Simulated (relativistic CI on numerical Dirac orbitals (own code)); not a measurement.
# Co⁵⁺: 2p photoemission with charge transfer

Aim: the 2p photoemission spectrum of Co⁵⁺ in a cubic metal-ligand cluster, for 3 values of Upd.

The numbers are computed with relativistic CI on numerical Dirac orbitals (own code) version 3 (charge-transfer multiplet model of a cubic metal-ligand cluster with up to 1 ligand holes, Slater and spin-orbit integrals from Dirac-Coulomb-Breit ions, Slater integrals scaled by 0.7), except any that are marked as measured or tabulated.

## 1. Starting point

```
ion                  : Co⁵⁺ (Co VI)
nuclear charge       : 27
electrons            : 22
d electrons          : 4
ligand holes at most : 1
parameters           : in eV; Veg, Vt2g hoppings, tenDq and tenDqL metal and ligand splittings (negative tenDq: tetrahedral), red the scaling of hopping with a core hole
temperature          : 300 K
widths               : Lorentz 0.6 eV, Gauss 0.8 eV
```

## 2. Upd = 6.4 eV

Settings of the run:

```ini
cluster ion=Co5+ d4 ligand_holes=1 slater_scale=0.7
Delta=-1.3 Udd=5.8 Upd=6.4 tenDq=1.95 tenDqL=0.5 Veg=3.25 Vt2g=-1.78 red=1
spectrum xps 2p T=300 lorentz=0.6 gauss=0.8
```

Command:

```
python run_levels.py task.json out
```

One command runs all members of the session, one after another, from task.json.

## 3. Upd = 4.6 eV

Settings of the run:

```ini
cluster ion=Co5+ d4 ligand_holes=1 slater_scale=0.7
Delta=-1.3 Udd=5.8 Upd=4.6 tenDq=1.95 tenDqL=0.5 Veg=3.25 Vt2g=-1.78 red=1
spectrum xps 2p T=300 lorentz=0.6 gauss=0.8
```

## 4. Upd = 7.6 eV

Settings of the run:

```ini
cluster ion=Co5+ d4 ligand_holes=1 slater_scale=0.7
Delta=-1.3 Udd=5.8 Upd=7.6 tenDq=1.95 tenDqL=0.5 Veg=3.25 Vt2g=-1.78 red=1
spectrum xps 2p T=300 lorentz=0.6 gauss=0.8
```

(Steps that only read results are left out.)

Before running it: what results should come out? Wanted: d count; ground spin.

As calculated:

| run | d count | weight without ligand hole | ground S | up to four highest peaks (% of the highest), eV from the first main peak |
| --- | --- | --- | --- | --- |
| Upd = 6.4 eV | 4.57 | 0.43 | 1.98 | 0.0 (100), 1.4 (80), 16.6 (50), 17.9 (53) |
| Upd = 4.6 eV | 4.57 | 0.43 | 1.98 | 0.0 (100), 1.4 (79), 16.5 (48), 17.8 (52) |
| Upd = 7.6 eV | 4.57 | 0.43 | 1.98 | 0.0 (100), 1.4 (80), 16.6 (53), 18.0 (55) |

| quantity | value |
| --- | --- |
| d count | 4.57 to 4.57 |
| ground spin (effective S from ⟨S²⟩) | 1.98 |

In words: From Upd = 4.6 eV to Upd = 7.6 eV the ground-state d count stays at 4.57, as the core hole does not act on the ground state. In the first run the ligand-hole configurations outweigh d4 itself: the bond is strongly covalent. The space is cut at the given number of ligand holes while the last configuration still holds over a tenth of the ground state. The cluster parameters are drawn, not fitted to a compound.
